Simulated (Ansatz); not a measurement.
# CH₄BNOS: one species, many methods

The task here is to estimate one member of a computed series from the others.

Method: functionals in def2-TZVPP, the program's frozen cores in correlated methods; program: Ansatz 0.2.0, Gaussian basis.

Plan: LDA (SPW92), PBE-D4, revPBE-D4, BLYP-D4, r2SCAN-D4, B97M-V, PBE0-D4, B3LYP-D4, r2SCANh-D4, r2SCAN0-D4, HSE06-D4, BHLYP-D4, CAM-B3LYP-D4, LC-ωPBE, ωB97X-V, ωB97M-V, B2PLYP, PBE-QIDH; CCSD(T)/def2-SVP; CCSD(T)/def2-TZVPP; MP2/def2-QZVPP; extrapolation to the limit; RPA on PBE.

## The geometry

The geometry comes from an earlier relaxation with PBE0-D4 in a triple-zeta def2 set; it is a stationary point, not always the lowest conformer.

SMILES `SC1NBO1`, 9 atoms, charge 0, spin multiplicity 1.

Atoms are counted from 1 here; the program's logs count them from 0.

Bond lengths: S1–C2 1.801 Å, S1–H6 1.343 Å, C2–N3 1.438 Å, C2–O5 1.436 Å, C2–H7 1.092 Å, N3–B4 1.410 Å, N3–H8 1.001 Å, B4–O5 1.397 Å, B4–H9 1.187 Å. Angles: C2–S1–H6 96.0°, S1–C2–N3 112.5°, S1–C2–O5 115.5°, S1–C2–H7 109.9°, N3–C2–O5 91.8°, N3–C2–H7 116.0°, O5–C2–H7 110.1°, C2–N3–B4 86.5°, C2–N3–H8 128.3°, B4–N3–H8 144.7°, N3–B4–O5 94.6°, N3–B4–H9 136.2°, O5–B4–H9 129.2°, C2–O5–B4 87.0°.

Set-up of the first run:

The input, in.yaml:

```yaml
crystal:
  periodic: [false, false, false]
  atoms:
    - {symbol: S, position_ang: [-0.376167, 0.708526, 1.845043]}
    - {symbol: C, position_ang: [-0.404996, 0.289796, 0.094134]}
    - {symbol: N, position_ang: [0.041524, -1.053254, -0.158464]}
    - {symbol: B, position_ang: [1.049739, -0.474414, -0.957145]}
    - {symbol: O, position_ang: [0.662951, 0.841473, -0.690653]}
    - {symbol: H, position_ang: [-1.050405, 1.863828, 1.723900]}
    - {symbol: H, position_ang: [-1.369896, 0.563672, -0.338629]}
    - {symbol: H, position_ang: [-0.391993, -1.913423, 0.113846]}
    - {symbol: H, position_ang: [1.927743, -0.872504, -1.649133]}
basis:
  gaussian: {orbitals: def2-TZVPP}
hamiltonian: {xc: lda}
output: {orbitals: {seedname: orbitals}}
```

The run is started by

```sh
ansatz run in.yaml --threads 2 --pin off --events-out ev --progress --plain --max-ram 4352MiB
```

Steps of the session up to this table: LDA; PBE-D4 (GGA); revPBE-D4 (GGA); BLYP-D4 (GGA); r2SCAN-D4 (meta-GGA); B97M-V (meta-GGA); B3LYP-D4 (hybrid); r2SCANh-D4 (hybrid); r2SCAN0-D4 (hybrid); HSE06-D4 (hybrid); BHLYP-D4 (hybrid); CAM-B3LYP-D4 (range-separated); LC-ωPBE (range-separated); ωB97X-V (range-separated); ωB97M-V (range-separated); B2PLYP (double hybrid); PBE-QIDH (double hybrid).

One table of the session follows, with a row left open; its other results are not shown here.

It belongs to the step «Orbital energies across the functionals». 

| functional | HOMO (eV) | gap (eV) |
| --- | --- | --- |
| LDA (SPW92) | -6.23 | 5.23 |
| PBE-D4 | -6.08 | 5.27 |
| revPBE-D4 | -6.02 | 5.29 |
| BLYP-D4 | -5.92 | 5.18 |
| r2SCAN-D4 | -6.33 | 5.88 |
| B97M-V | -6.41 | 5.84 |
| PBE0-D4 | -7.33 | 7.50 |
| B3LYP-D4 | -7.09 | 6.96 |
| r2SCANh-D4 | ? | ? |
| r2SCAN0-D4 | -7.50 | 7.92 |
| HSE06-D4 | -6.93 | 6.71 |
| BHLYP-D4 | -8.45 | 9.46 |
| CAM-B3LYP-D4 | -8.70 | 9.82 |
| LC-ωPBE | -10.12 | 12.51 |
| ωB97X-V | -9.74 | 11.95 |
| ωB97M-V | -9.58 | 11.45 |

Estimate the missing values for r2SCANh-D4.

Worked estimate for «HOMO (eV)». Against the share of exact exchange, r2SCAN-D4 (0, -6.33), r2SCAN0-D4 (0.25, -7.50) give a slope of -4.68 per unit share; at 0.1 the line stands at -6.80.

The run gave: HOMO (eV): -6.80; gap (eV): 6.70. In «HOMO (eV)» the line misses by 0.00.
